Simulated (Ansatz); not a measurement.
# AlBCl2H2O: the cost of one run

All numbers below are computed with Ansatz 0.2.0 (RKS B3LYP/def2-mTZVP).

### Step 1. The system as given

Bond lengths: B1–O2 1.402 Å, O2–Al3 1.812 Å, Al3–Cl4 2.269 Å, Al3–Cl5 2.222 Å, B1–H6 1.251 Å, B1–H7 1.180 Å. Angles: B1–O2–Al3 104.1°, O2–B1–H6 120.6°, O2–B1–H7 123.8°, H6–B1–H7 115.5°, O2–Al3–Cl4 121.5°, O2–Al3–Cl5 121.0°, Cl4–Al3–Cl5 117.4°.

As a file:

```xyz
7

B    -1.3716   -0.1640    0.0082
O    -0.3755   -1.0250   -0.4726
Al    1.1708   -0.1455   -0.1299
Cl    2.2769   -0.4110    1.8329
Cl    2.0741    1.2119   -1.6390
H    -1.9051    0.6776   -0.7483
H    -1.8084   -0.2120    1.1030
```

### Step 2. End point A

Input file input.yaml:

```yaml
crystal:
  periodic: [false, false, false]
  atoms:
    - { symbol: B, position_ang: [-1.3716, -0.164, 0.0082] }
    - { symbol: O, position_ang: [-0.3755, -1.025, -0.4726] }
    - { symbol: Al, position_ang: [1.1708, -0.1455, -0.1299] }
    - { symbol: Cl, position_ang: [2.2769, -0.411, 1.8329] }
    - { symbol: Cl, position_ang: [2.0741, 1.2119, -1.639] }
    - { symbol: H, position_ang: [-1.9051, 0.6776, -0.7483] }
    - { symbol: H, position_ang: [-1.8084, -0.212, 1.103] }
basis:
  gaussian: { orbitals: def2-mTZVP }
hamiltonian:
  xc: b3lyp
relax:
  f_tol: 0.02
  max_steps: 50
```

The run is started by

```
$ ansatz run input.yaml --threads 2 --pin off --max-ram 3072MiB --backend cpu --events-out ev --progress --plain --runs-dir out
```

What time and memory should one allow on 2 threads of Intel Xeon Platinum 8259CL at 2.50GHz (Skylake/Cascade Lake), shared host?

About 2.3 min, with a peak of 0.28 GiB.
